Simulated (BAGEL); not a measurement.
# HF/STO-3G (density fitting with qzvpp-jkfit) run of BSiNH4S (SMILES S[SiH]1BN1)

What is the vertical singlet–triplet gap of BSiNH4S at HF/STO-3G (density fitting with qzvpp-jkfit)? 

The results are computed with BAGEL 1.2.2.

1 further run of the same task is left out (it didn't finish). Runs told in other sessions of the task aren't counted.

### 1 The molecule

BSiNH4S: 8 atoms, total charge 0, spin state singlet. SMILES: `S[SiH]1BN1`. The coordinates come from a PBE0-D4/def2-TZVP relaxation. This is one conformer, not always the lowest.

Bond lengths: S1–Si2 2.130 Å, Si2–B3 1.919 Å, Si2–N4 1.750 Å, B3–N4 1.383 Å, S1–H5 1.344 Å, Si2–H6 1.482 Å, B3–H7 1.188 Å, N4–H8 1.010 Å. Some angles: S1–Si2–B3 124.2°, S1–Si2–N4 118.5°, B3–Si2–N4 44.0°, Si2–B3–N4 61.5°, Si2–N4–B3 74.5°, S1–Si2–H6 108.2°, B3–Si2–H6 127.6°, N4–Si2–H6 114.3°, Si2–S1–H5 95.1°, Si2–B3–H7 162.4°.

### 2 The energy at HF/STO-3G (density fitting with qzvpp-jkfit)

The input, job.json:

```json
{ "bagel": [

{
  "title": "molecule",
  "basis": "sto-3g",
  "df_basis": "qzvpp-jkfit",
  "angstrom": true,
  "geometry": [
    { "atom": "S", "xyz": [   -2.198700,   -0.554700,   -0.360400 ] },
    { "atom": "Si", "xyz": [   -0.326600,   -0.039100,    0.515400 ] },
    { "atom": "B", "xyz": [    1.350500,   -0.825500,    0.014200 ] },
    { "atom": "N", "xyz": [    0.999600,    0.392100,   -0.541100 ] },
    { "atom": "H", "xyz": [   -2.816800,    0.582000,    0.001900 ] },
    { "atom": "H", "xyz": [   -0.578800,    0.932200,    1.605800 ] },
    { "atom": "H", "xyz": [    2.264800,   -1.577600,   -0.080200 ] },
    { "atom": "H", "xyz": [    1.398200,    1.033600,   -1.211500 ] }
  ]
},
{ "title": "hf" },
{ "title": "print", "file": "orbitals.molden", "orbitals": true }

]}
```

Launch:

```console
$ BAGEL_NUM_THREADS=1 BAGEL job.json > job.out
```

What it wrote:

```text
* using 1 threads per process

  ===============================================================
  ===============================================================

  *** Geometry ***

  { "atom" : "S", "xyz" : [     -4.154941,     -1.048231,     -0.681057 ] },
  { "atom" : "Si", "xyz" : [     -0.617185,     -0.073888,      0.973965 ] },
  { "atom" : "B", "xyz" : [      2.552075,     -1.559969,      0.026834 ] },
  { "atom" : "N", "xyz" : [      1.888970,      0.740962,     -1.022531 ] },
  { "atom" : "H", "xyz" : [     -5.322981,      1.099821,      0.003590 ] },
  { "atom" : "H", "xyz" : [     -1.093773,      1.761603,      3.034522 ] },
  { "atom" : "H", "xyz" : [      4.279852,     -2.981232,     -0.151556 ] },
  { "atom" : "H", "xyz" : [      2.642215,      1.953221,     -2.289403 ] },

  Number of auxiliary basis functions:      480

  Since a DF basis is specified, we compute 2- and 3-index integrals:
    o Being stored without compression. Storage requirement is 0.004 GB

  Number of basis functions:       32
  Number of electrons      :       46

    * METHOD: MOLECULE                             0.18

  *** RHF ***

  === Nuclear Repulsion ===
   186.9826419113

      * DIIS with orbital gradients will be used.

  === RHF iteration (sto-3g) ===
      0       -759.15335591          0.01224178           0.03
      1       -759.21335854          0.00493635           0.03
      2       -759.22043972          0.00123301           0.03
      3       -759.22114689          0.00025196           0.03
      4       -759.22118605          0.00003937           0.03
      5       -759.22118743          0.00001001           0.03
      6       -759.22118753          0.00000244           0.03
      7       -759.22118753          0.00000093           0.03
      8       -759.22118753          0.00000030           0.03
      9       -759.22118753          0.00000009           0.03
     10       -759.22118753          0.00000004           0.03
     11       -759.22118753          0.00000001           0.03
    * SCF iteration converged.

    * Permanent dipole moment:
           (   -0.059744,    -0.557188,    -0.170888) a.u.

    * METHOD: HF                                   0.42

    * METHOD: PRINT                                0.00

  ===============================================================
```

Wall time 0.74 s (1 thread of Arm Neoverse V1, shared host); peak memory 0.082 GiB.

### 3 The triplet, same level

The input, hf.json:

```json
{ "bagel": [

{
  "title": "molecule",
  "basis": "sto-3g",
  "df_basis": "qzvpp-jkfit",
  "angstrom": true,
  "geometry": [
    { "atom": "S", "xyz": [      -2.198700,      -0.554700,      -0.360400 ] },
    { "atom": "Si", "xyz": [      -0.326600,      -0.039100,       0.515400 ] },
    { "atom": "B", "xyz": [       1.350500,      -0.825500,       0.014200 ] },
    { "atom": "N", "xyz": [       0.999600,       0.392100,      -0.541100 ] },
    { "atom": "H", "xyz": [      -2.816800,       0.582000,       0.001900 ] },
    { "atom": "H", "xyz": [      -0.578800,       0.932200,       1.605800 ] },
    { "atom": "H", "xyz": [       2.264800,      -1.577600,      -0.080200 ] },
    { "atom": "H", "xyz": [       1.398200,       1.033600,      -1.211500 ] }
  ]
},

{
  "title": "uhf",
  "nopen": 2
},

{
  "title": "print",
  "file": "orbitals.molden",
  "orbitals": true
}

]}
```

Launch:

```console
$ BAGEL_NUM_THREADS=1 BAGEL hf.json > hf.out
```

What it wrote:

```text
* using 1 threads per process

  ===============================================================
  ===============================================================

  *** Geometry ***

  { "atom" : "S", "xyz" : [     -4.154941,     -1.048231,     -0.681057 ] },
  { "atom" : "Si", "xyz" : [     -0.617185,     -0.073888,      0.973965 ] },
  { "atom" : "B", "xyz" : [      2.552075,     -1.559969,      0.026834 ] },
  { "atom" : "N", "xyz" : [      1.888970,      0.740962,     -1.022531 ] },
  { "atom" : "H", "xyz" : [     -5.322981,      1.099821,      0.003590 ] },
  { "atom" : "H", "xyz" : [     -1.093773,      1.761603,      3.034522 ] },
  { "atom" : "H", "xyz" : [      4.279852,     -2.981232,     -0.151556 ] },
  { "atom" : "H", "xyz" : [      2.642215,      1.953221,     -2.289403 ] },

  Number of auxiliary basis functions:      480

  Since a DF basis is specified, we compute 2- and 3-index integrals:
    o Being stored without compression. Storage requirement is 0.004 GB

  Number of basis functions:       32
  Number of electrons      :       46

    * METHOD: MOLECULE                             0.18

  *** Open-shell HF ***

  === Nuclear Repulsion ===
   186.9826419113

      * DIIS with orbital gradients will be used.

  === UHF iteration (sto-3g) ===
      0       -758.89966334          0.02723715           0.05
      1       -758.98609083          0.00873711           0.05
      2       -758.99589227          0.00332955           0.05
      3       -758.99793737          0.00133914           0.05
      4       -758.99915216          0.00049338           0.05
      5       -758.99943928          0.00023711           0.05
      6       -758.99953726          0.00013240           0.05
      7       -758.99956355          0.00010399           0.05
      8       -758.99958718          0.00007483           0.05
      9       -758.99959935          0.00005969           0.05
     10       -758.99961123          0.00004524           0.05
     11       -758.99962125          0.00002783           0.05
     12       -758.99962480          0.00001644           0.05
     13       -758.99962567          0.00000766           0.05
     14       -758.99962576          0.00000415           0.05
     15       -758.99962578          0.00000228           0.05
     16       -758.99962579          0.00000149           0.05
     17       -758.99962579          0.00000093           0.05
     18       -758.99962579          0.00000071           0.05
     19       -758.99962579          0.00000060           0.05
     20       -758.99962579          0.00000047           0.05
     21       -758.99962579          0.00000031           0.05
     22       -758.99962579          0.00000018           0.05
     23       -758.99962579          0.00000013           0.05
     24       -758.99962579          0.00000010           0.05
     25       -758.99962579          0.00000008           0.05
     26       -758.99962579          0.00000006           0.05
     27       -758.99962579          0.00000005           0.05
     28       -758.99962579          0.00000003           0.05
     29       -758.99962579          0.00000002           0.05
     30       -758.99962579          0.00000001           0.05
     31       -758.99962579          0.00000001           0.05
    * SCF iteration converged.

    * S^2 (UHF) is 2.0175

    * Permanent dipole moment:
           (    0.976922,    -0.595560,    -0.597263) a.u.

    * METHOD: UHF                                  1.77

    * METHOD: PRINT                                0.00

  ===============================================================
```

It took 2.1 s on 1 thread of Arm Neoverse V1, shared host; peak memory 0.082 GiB.

### 4 Results

At HF/STO-3G (density fitting with qzvpp-jkfit):

```
                                        quantity          value
                           singlet: total energy  -759.22119 Eh
                          singlet: dipole moment         1.49 D
                            singlet: HOMO energy       -6.82 eV
                            singlet: LUMO energy        8.97 eV
                          singlet: HOMO–LUMO gap       15.79 eV
                           triplet: total energy  -758.99963 Eh
                          triplet: dipole moment         3.28 D
                                   triplet: ⟨S²⟩          2.018
vertical energy of the triplet above the singlet       6.029 eV
```

**Reading.** At this shape the triplet lies 6.03 eV (139 kcal/mol) above the singlet. In a minimal basis such a difference can be off by several eV, whatever the method.
